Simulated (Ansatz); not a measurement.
# B3W2 in Ansatz: tuning preconditioner

Aim: find the choice of preconditioner that runs B3W2 fastest, at PBEsol. This setting moves, with any that are tied to it; all else stays.

Program: Ansatz 0.2.0. These are calculated values, not measurements. Logs are shortened: lines on timing, memory, paths and dates and some standing lists are left out, and cuts for length are marked.

**1. Starting point**

The cell holds a slab with vacuum, 10 atoms: a = 3.020 Å, b = 3.020 Å, c = 24.150 Å, α = 90.00°, β = 90.00°, γ = 120.00°.

**2. With preconditioner auto**

The input, input.yaml:

```yaml
crystal:
  lattice:
    - [3.0200014205, 0.0, 0.0]
    - [-1.5100007102, 2.6153979496, 0.0]
    - [0.0, 0.0, 24.15]
  atoms:
    - { symbol: W, position: [0.0, 0.0, 0.3105590062] }
    - { symbol: B, position: [0.3333333333, 0.6666666666, 0.3737060041] }
    - { symbol: B, position: [0.6666666667, 0.3333333334, 0.3737060041] }
    - { symbol: W, position: [0.0, 0.0, 0.4368530021] }
    - { symbol: B, position: [0.3333333333, 0.6666666666, 0.5] }
    - { symbol: B, position: [0.6666666667, 0.3333333334, 0.5] }
    - { symbol: W, position: [0.0, 0.0, 0.5631469979] }
    - { symbol: B, position: [0.3333333333, 0.6666666666, 0.6262939959] }
    - { symbol: B, position: [0.6666666667, 0.3333333334, 0.6262939959] }
    - { symbol: W, position: [0.0, 0.0, 0.6894409938] }
hamiltonian:
  xc: pbesol
  pseudopotentials: { kind: paw, source: jth, xc_functional: pbe }
kpoints:
  mp_grid: { grid: [7, 7, 1] }
scf:
  occupations: { method: cold, width: 0.05 }
  mixing: { preconditioner: auto }
output:
  forces: true
  eigenvalues: true
```

Potentials or basis: JTH PAW.

On the command line:

```
> ansatz run input.yaml --threads 16 --pin off --max-ram 65536MiB --backend cpu --events-out ev --progress --plain --runs-dir out
```

Standard output:

```text
Warning: the checks of this W dataset prove no rule for summing its radial tables, as where they were carried onto another mesh than they were made on, and Gregory's rule is taken, under which a leading mesh point left out moves its sums only by what lay on the interval it spanned. That does not make them correct, and they differ from Quantum ESPRESSO's on this file; a re-export a fraction of a mesh step off can move them. hamiltonian.pseudopotentials.radial_quadrature: simpson_from_first_knot sums it by `pw.x`'s rule; on a PAW file no value gives `pw.x`'s numbers. What more to know: hamiltonian.pseudopotentials.radial_quadrature, in the input reference
Warning: the checks of this B dataset prove no rule for summing its radial tables, as where they were carried onto another mesh than they were made on, and Gregory's rule is taken, under which a leading mesh point left out moves its sums only by what lay on the interval it spanned. That does not make them correct, and they differ from Quantum ESPRESSO's on this file; a re-export a fraction of a mesh step off can move them. hamiltonian.pseudopotentials.radial_quadrature: simpson_from_first_knot sums it by `pw.x`'s rule; on a PAW file no value gives `pw.x`'s numbers. What more to know: hamiltonian.pseudopotentials.radial_quadrature, in the input reference
Warning: RAYON_NUM_THREADS=56 ignored (pool sized by the plan → 16); use --threads N
Engine: ansatz 0.2.0, aarch64-unknown-linux-gnu
Pseudopotentials: kind: paw
Pseudopotential: W, paw, valence charge 14, recommended cutoff 1290 eV (normal), W.paw.azcp
Pseudopotential: B, paw, valence charge 3, recommended cutoff 630 eV (normal), B.paw.azcp
Functional definition: PBEsol
  exchange = pbesol_x
[... 56 lines left out ...]
  atom   1  W      0.00000000     0.00000000     1.28403279
  atom   2  B      0.00000000    -0.00000000    -1.57582181
  atom   3  B     -0.00000000     0.00000000    -1.57582181
  atom   4  W      0.00000000     0.00000000     0.15358473
  atom   5  B      0.00000000    -0.00000000     0.00000000
  atom   6  B     -0.00000000     0.00000000     0.00000000
  atom   7  W      0.00000000     0.00000000    -0.15358473
  atom   8  B      0.00000000    -0.00000000     1.57582181
  atom   9  B     -0.00000000     0.00000000     1.57582181
  atom  10  W      0.00000000     0.00000000    -1.28403279
  max |Σ_I F_I| component: 5.55e-17 eV/Å
--- Band table (eV; the first three rows and the last of 8) ---
  k-point 0: bands = ["-67.7673", "-67.7586", "-67.0515", "-67.0515", "-32.5070", "-32.2924", "-31.8064", "-31.8064", "-31.7861", "-31.7861", "-31.5089", "-31.5050", "-30.9021", "-30.9021", "-30.9021", "-30.9021", "-8.9719", "-7.7018", "-6.3837", "-3.1849", "-1.2947", "0.8408", "1.4119", "1.4119", "1.7510", "2.4279", "2.4279", "3.7098", "3.7098", "4.0852", "4.0852", "4.9554", "5.4196", "5.4196", "5.5283", "5.5283", "6.5948", "6.6262", "6.8441", "7.2972", "7.2972", "7.3891", "7.3891", "7.9704", "8.4353", "8.4353", "9.1701"]
  k-point 1: bands = ["-67.7605", "-67.7518", "-67.0453", "-67.0453", "-32.4847", "-32.2729", "-31.9240", "-31.9011", "-31.8336", "-31.8123", "-31.4935", "-31.4897", "-31.0037", "-31.0037", "-30.9260", "-30.9260", "-8.5167", "-7.3203", "-6.2202", "-2.5981", "-0.9225", "0.4255", "0.8532", "1.3582", "1.4488", "1.5369", "2.0160", "2.0770", "2.0965", "3.6820", "4.4993", "4.5781", "5.3471", "5.5684", "5.6603", "5.7460", "6.4473", "6.9098", "7.0444", "7.1507", "7.7291", "8.0117", "8.2440", "8.3967", "8.4239", "9.5320", "9.8506"]
  k-point 2: bands = ["-67.7450", "-67.7364", "-67.0313", "-67.0313", "-32.4342", "-32.2290", "-32.1805", "-32.1521", "-31.8942", "-31.8708", "-31.4587", "-31.4552", "-31.2266", "-31.2266", "-30.9794", "-30.9794", "-7.3037", "-6.3355", "-5.8243", "-1.6414", "-1.5969", "-0.8990", "-0.6848", "0.3885", "0.5647", "1.2572", "1.4262", "1.6764", "2.0639", "2.3173", "3.4707", "3.4944", "5.5808", "5.6508", "6.6001", "6.9175", "7.3244", "7.3792", "7.6167", "8.0537", "8.1969", "8.3798", "8.4807", "9.8519", "9.8811", "10.7363", "10.8969"]
  k-point 7: bands = ["-67.7277", "-67.7191", "-67.0155", "-67.0155", "-32.3767", "-32.2911", "-32.2602", "-32.1786", "-32.1366", "-32.1080", "-31.4174", "-31.4142", "-31.3253", "-31.3252", "-31.1909", "-31.1908", "-4.9392", "-4.4021", "-4.2947", "-3.5666", "-2.9309", "-2.8266", "-2.1391", "-1.3855", "-0.5054", "1.2302", "1.3406", "1.9214", "2.1178", "2.3265", "3.1720", "5.5140", "5.5954", "5.8603", "5.9241", "6.5864", "7.8181", "8.1229", "8.6656", "8.7372", "9.1068", "9.7504", "10.4562", "11.5335", "11.6791", "11.7522", "12.0919"]
```

Run time: 4.1 s. Hardware: 16 threads of Arm Neoverse N1, host not shared; peak memory 2.3 GiB.

Results:

- Free energy: -41780.1183 eV
- Largest force: 1.576 eV/Å
- Band gap on the k mesh: none (metal or under the smearing width)

**3. With preconditioner none**

input.yaml, as its differences from that of step 2:

```diff
@@ -23,3 +23,3 @@
   occupations: { method: cold, width: 0.05 }
-  mixing: { preconditioner: auto }
+  mixing: { preconditioner: none }
 output:
```

Potentials or basis: JTH PAW.

On the command line:

```
> ansatz run input.yaml --threads 16 --pin off --max-ram 65536MiB --backend cpu --events-out ev --progress --plain --runs-dir out
```

Wall time 7.3 s (16 threads of Arm Neoverse N1, host not shared); peak memory 2.3 GiB.

Results (log left out):

- Free energy: -41780.1183 eV
- Largest force: 1.576 eV/Å
- Band gap on the k mesh: none (metal or under the smearing width)

**4. With preconditioner kerker**

input.yaml, as its differences from that of step 3:

```diff
@@ -23,3 +23,3 @@
   occupations: { method: cold, width: 0.05 }
-  mixing: { preconditioner: none }
+  mixing: { preconditioner: kerker }
 output:
```

On the command line:

```
> ansatz run input.yaml --threads 16 --pin off --max-ram 65536MiB --backend cpu --events-out ev --progress --plain --runs-dir out
```

It took 5 s on 16 threads of Arm Neoverse N1, host not shared; peak memory 2.3 GiB.

The run converged. Its results:

- Free energy: -41780.1183 eV
- Largest force: 1.576 eV/Å
- Band gap on the k mesh: none (metal or under the smearing width)

**5. With preconditioner kerker_dos**

input.yaml, as its differences from that of step 4:

```diff
@@ -23,3 +23,3 @@
   occupations: { method: cold, width: 0.05 }
-  mixing: { preconditioner: kerker }
+  mixing: { preconditioner: kerker_dos }
 output:
```

On the command line:

```
> ansatz run input.yaml --threads 16 --pin off --max-ram 65536MiB --backend cpu --events-out ev --progress --plain --runs-dir out
```

Wall time 4.6 s (16 threads of Arm Neoverse N1, host not shared); peak memory 2.3 GiB.

It converged, with:

```yaml
Free_energy: -41780.1183 eV
Largest_force: 1.576 eV/Å
Band_gap_on_the_k_mesh: none (metal or under the smearing width)
```

**6. With preconditioner resta**

input.yaml, as its differences from that of step 5:

```diff
@@ -23,3 +23,3 @@
   occupations: { method: cold, width: 0.05 }
-  mixing: { preconditioner: kerker_dos }
+  mixing: { preconditioner: resta }
 output:
```

Potentials or basis: JTH PAW.

On the command line:

```
> ansatz run input.yaml --threads 16 --pin off --max-ram 65536MiB --backend cpu --events-out ev --progress --plain --runs-dir out
```

Run time: 6.7 s. Hardware: 16 threads of Arm Neoverse N1, host not shared; peak memory 2.3 GiB.

The run converged. Its results:

* Free energy: -41780.1183 eV
* Largest force: 1.576 eV/Å
* Band gap on the k mesh: none (metal or under the smearing width)

**7. With preconditioner local_kerker**

input.yaml, as its differences from that of step 6:

```diff
@@ -23,3 +23,3 @@
   occupations: { method: cold, width: 0.05 }
-  mixing: { preconditioner: resta }
+  mixing: { preconditioner: local_kerker }
 output:
```

On the command line:

```
> ansatz run input.yaml --threads 16 --pin off --max-ram 65536MiB --backend cpu --events-out ev --progress --plain --runs-dir out
```

It took 3.8 s on 16 threads of Arm Neoverse N1, host not shared; peak memory 2.3 GiB.

Results (log left out):

```yaml
Free_energy: -41780.1183 eV
Largest_force: 1.576 eV/Å
Band_gap_on_the_k_mesh: none (metal or under the smearing width)
```

**8. With preconditioner ldos**

input.yaml, as its differences from that of step 7:

```diff
@@ -23,3 +23,3 @@
   occupations: { method: cold, width: 0.05 }
-  mixing: { preconditioner: local_kerker }
+  mixing: { preconditioner: ldos }
 output:
```

On the command line:

```
> ansatz run input.yaml --threads 16 --pin off --max-ram 65536MiB --backend cpu --events-out ev --progress --plain --runs-dir out
```

Wall time 4.1 s (16 threads of Arm Neoverse N1, host not shared); peak memory 2.3 GiB.

The run converged. Its results:

| Property | Result |
| --- | --- |
| Free energy | -41780.1183 eV |
| Largest force | 1.576 eV/Å |
| Band gap on the k mesh | none (metal or under the smearing width) |

**9. Summary**

| preconditioner | energy less the last converged row (meV/atom) | SCF cycles | wall time (s) | peak memory (GiB) |
| --- | --- | --- | --- | --- |
| auto | 0.00 | 12 | 4.1 | 2.3 |
| none | 0.00 | 20 | 7.3 | 2.3 |
| kerker | 0.00 | 23 | 5 | 2.3 |
| kerker_dos | 0.00 | 20 | 4.6 | 2.3 |
| resta | 0.00 | 16 | 6.7 | 2.3 |
| local_kerker | 0.00 | 12 | 3.8 | 2.3 |
| ldos | 0.00 | 12 | 4.1 | 2.3 |

Fastest here: local_kerker (3.8 s), level within noise with auto, ldos; slowest of those that converged: none (7.3 s). These are single runs, one after another on one machine, so differences under about a fifth mean little.
